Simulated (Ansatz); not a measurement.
What does this script print? It uses Ansatz 0.2.0, Python API.

The script, `ge.py`:
```python
import ansatz as az
import matplotlib.pyplot as plt
import numpy as np
from pymatgen.core import Lattice, Structure
from pymatgen.io.ase import AseAtomsAdaptor

XC = "lda"
CUTOFF_EV = 260
KMESH = (3, 3, 3)
SMEARING = "Methfessel-Paxton"
TOLERANCE = 1e-06
EXTRA_BANDS = 6

pmg_structure = Structure(
    Lattice([(-3.48417, 3.48417, 3.48417), (3.48417, -3.48417, 3.48417), (3.48417, 3.48417, -3.48417)]),
    ["Ge", "Ge", "Ge", "Ge", "Ge", "Ge", "Ge", "Ge"],
    [
        (0.5, 0.0, 0.7989),
        (0.7989, 0.5, 0.0),
        (0.0, 0.7989, 0.5),
        (0.7011, 0.7011, 0.7011),
        (0.5, 0.0, 0.2011),
        (0.2011, 0.5, 0.0),
        (0.0, 0.2011, 0.5),
        (0.2989, 0.2989, 0.2989),
    ],
)
crystal = az.Crystal.from_ase(AseAtomsAdaptor.get_atoms(pmg_structure))

path = [
    ("G", (0.0, 0.0, 0.0)),
    ("H", (0.5, -0.5, 0.5)),
    ("N", (0.0, 0.0, 0.5)),
    ("G", (0.0, 0.0, 0.0)),
    ("P", (0.25, 0.25, 0.25)),
]
model = (
    crystal.calculation()
    .functional(XC)
    .basis(CUTOFF_EV)
    .accuracy("medium")
    .kpoints(*KMESH, shift=0.5)
    .occupations(SMEARING)
    .scf(tolerance=TOLERANCE)
    .band_structure([point for _, point in path], intervals=10)
    .scf(extra_bands=EXTRA_BANDS)
    .density_of_states(method="smearing", broadening_width=0.15, nscf_kmesh_spacing=0.24)
    .band_table()
)
outcome = model.run(threads=1)
report = outcome.report

for key in ("converged", "n_iterations", "n_electrons", "n_kpoints", "n_pw", "n_symmetry_ops", "free_energy_ev", "fermi_energy_ev"):
    print(f"{key:18s} {report[key]}")

dos = outcome.density_of_states()
energy = np.asarray(dos.energies_ev) - dos.fermi_ev
top = min(levels[-1] for levels in report["eigenvalues_ev"]) - dos.fermi_ev  # the computed bands end here
for spin, channel in enumerate(dos.channels):
    g = np.asarray(channel.g_bin_mean_per_ev)
    peak = np.where(np.abs(energy) < 8, g, 0).argmax()
    print(f"channel {spin}: g(E_F) = {np.interp(0.0, energy, g):.3f} states/eV, highest peak within 8 eV {g[peak]:.2f} at {energy[peak]:.2f} eV")
grid = np.arange(-10, min(8, top), 0.5)
columns = [grid] + [np.interp(grid, energy, ch.g_bin_mean_per_ev) for ch in dos.channels]
np.savetxt("dos_ge.dat", np.column_stack(columns), fmt="%.3f", header="E-EF (eV), states/eV by channel")

bands = outcome.band_structure()
fermi = bands.fermi_energy_ev
print(f"zero of the bands: {fermi:.3f} eV, the Fermi level found on the SCF mesh")
reciprocal = 2 * np.pi * np.linalg.inv(outcome.lattice.cell_ang).T
steps = np.linalg.norm(np.diff(bands.kpoints_frac @ reciprocal, axis=0), axis=1)
distance = np.concatenate([[0], np.cumsum(steps)])
fig, ax = plt.subplots(figsize=(5, 4))
for channel, colour in zip(bands.channels, ("C0", "C3")):
    ax.plot(distance, channel.eigenvalues_ev - fermi, colour, lw=1)
ax.set_xticks(distance[::10], [label for label, _ in path])
ax.set(ylim=(-8, 8), ylabel="E - E_F (eV)", xlim=(0, distance[-1]))
ax.grid(axis="x")
fig.savefig("bands.png", dpi=100)
first = bands.channels[0].eigenvalues_ev - fermi
near = np.argsort(np.abs(first.mean(axis=0)))[:4]
for band in sorted(near):
    print(f"band {band + 1}: {first[:, band].min():.3f} to {first[:, band].max():.3f} eV")
```

Running `python ge.py` prints:
```text
DeckWarning: basis.ecutwfc = 260 eV is below the records' recommended 420 eV, and the density's cutoff is lower with it unless basis.ecutrho_ratio is high enough to keep the records' density cutoff: compare with a run at a higher cutoff
converged          True
n_iterations       6
n_electrons        112.0
n_kpoints          4
n_pw               1553
n_symmetry_ops     24
free_energy_ev     -33718.4098375529
fermi_energy_ev    9.222940965691134
channel 0: g(E_F) = 1.535 states/eV, highest peak within 8 eV 6.81 at -2.02 eV
zero of the bands: 9.223 eV, the Fermi level found on the SCF mesh
band 55: -2.900 to 0.180 eV
band 56: -2.900 to 0.180 eV
band 57: -0.586 to 1.927 eV
band 58: 0.134 to 1.927 eV
```
(Warnings from the package without file and line.)

It writes `dos_ge.dat`:
```text
# E-EF (eV), states/eV by channel
-10.000 2.007
-9.500 3.155
-9.000 2.707
-8.500 1.694
-8.000 2.313
-7.500 2.257
-7.000 1.767
-6.500 2.955
-6.000 1.520
-5.500 0.758
-5.000 1.251
-4.500 2.830
-4.000 3.127
-3.500 3.573
-3.000 3.917
-2.500 3.114
-2.000 6.798
-1.500 3.902
-1.000 2.325
-0.500 1.880
0.000 1.535
0.500 2.919
1.000 1.485
1.500 3.553
2.000 3.659
```

Notes:
- The settings weren't tested for convergence.
- The cutoff lies under the one recommended for these potentials.
- For a metal this k-point mesh is coarse: on a finer one energies can move by several to tens of meV an atom and pressures by half a GPa or more, differences at one mesh by less.
- Only differences from the Fermi energy are physical; the zero of the scale is a convention.
- Semilocal functionals can close the gap of narrow semiconductors, so an overlap this small needn't be real.
- This isn't the structure that Ge takes at ambient conditions.
- Levels are Kohn-Sham eigenvalues on this mesh, without spin-orbit coupling.
- The computed bands are complete only to about 2.2 eV above the Fermi level; beyond that the density of states is undercounted.
- Processor time in the engine: 7.5 s on 1 thread of Intel(R) Xeon(R) Processor @ 2.30GHz, on a shared host, peak memory 0.63 GiB.
